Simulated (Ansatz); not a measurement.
This script drives Ansatz's Python interface.

`la2o3.py`
```python
"""Response of La2O3 to an electric field."""

import ansatz as az
from ase import Atoms
import numpy as np

atoms = Atoms(
    ["La", "La", "O", "O", "O"],
    scaled_positions=[
        [2 / 3, 1 / 3, 0.753764],
        [1 / 3, 2 / 3, 0.246236],
        [2 / 3, 1 / 3, 0.354109],
        [1 / 3, 2 / 3, 0.645891],
        [0.0, 0.0, 0.0],
    ],
    cell=[
        [3.930778, 0.0, 0.0],
        [-1.965389, 3.404153, 0.0],
        [0.0, 0.0, 6.111954],
    ],
    pbc=True,
)
structure = az.Crystal.from_ase(atoms)

# an insulator: whole occupations
calc = (
    structure.calculation()
    .functional("LDA")
    .kpoints(6, 6, 4, center="gamma")
    .scf(tolerance=1e-09)
    .occupations("fixed")
    .dielectric()
)
out = calc.run(threads=1, pin="off")
response = out.dielectric
eps = np.asarray(response.eps_inf)

values = np.linalg.eigvalsh(eps)
print("principal values of eps_inf:", np.round(values, 3))
print("refractive indices:", np.round(np.sqrt(values), 3))
for site, z in zip(out.lattice.sites, response.zstar_e):
    print(f"{site.symbol:2s} Z* trace/3 = {np.trace(z) / 3:+.3f} e")
print(f"charge neutrality missed by {response.zstar_sum_residual_pre_e:.4f} e before the sum rule")
```

It is started by `python la2o3.py`. How long does it take on 1 thread of Arm Neoverse V1, with other jobs on the host, and how much memory does it need?

It took about 2.9 min, with a peak of 0.81 GiB, for 1 run of the engine.

Output of `python la2o3.py`:
```text
DeckWarning: basis.ecutwfc = 420 eV, auto-derived from the records' recommended cutoffs: set by La (normal level)
principal values of eps_inf: [4.778 4.865 4.865]
refractive indices: [2.186 2.206 2.206]
La Z* trace/3 = +4.066 e
La Z* trace/3 = +4.066 e
O  Z* trace/3 = -2.739 e
O  Z* trace/3 = -2.739 e
O  Z* trace/3 = -2.653 e
charge neutrality missed by 0.0028 e before the sum rule
```
(Warnings from the package without file and line.)

Reading the output:
- Under fixed occupations the level called the Fermi level is the highest filled one on the SCF mesh; off the mesh a filled band can lie a little above it.
- Averages over directions belong to no single polarisation, least of all in layered crystals.
- Pressure is positive in compression.
- The structure comes from a database of computed cells and needn't be a stable or known phase.
- This is the electronic (clamped-ion) response; a semilocal gap that is too small tends to raise it. The typed mesh is that of the SCF; the response is solved on denser meshes that the run picks.
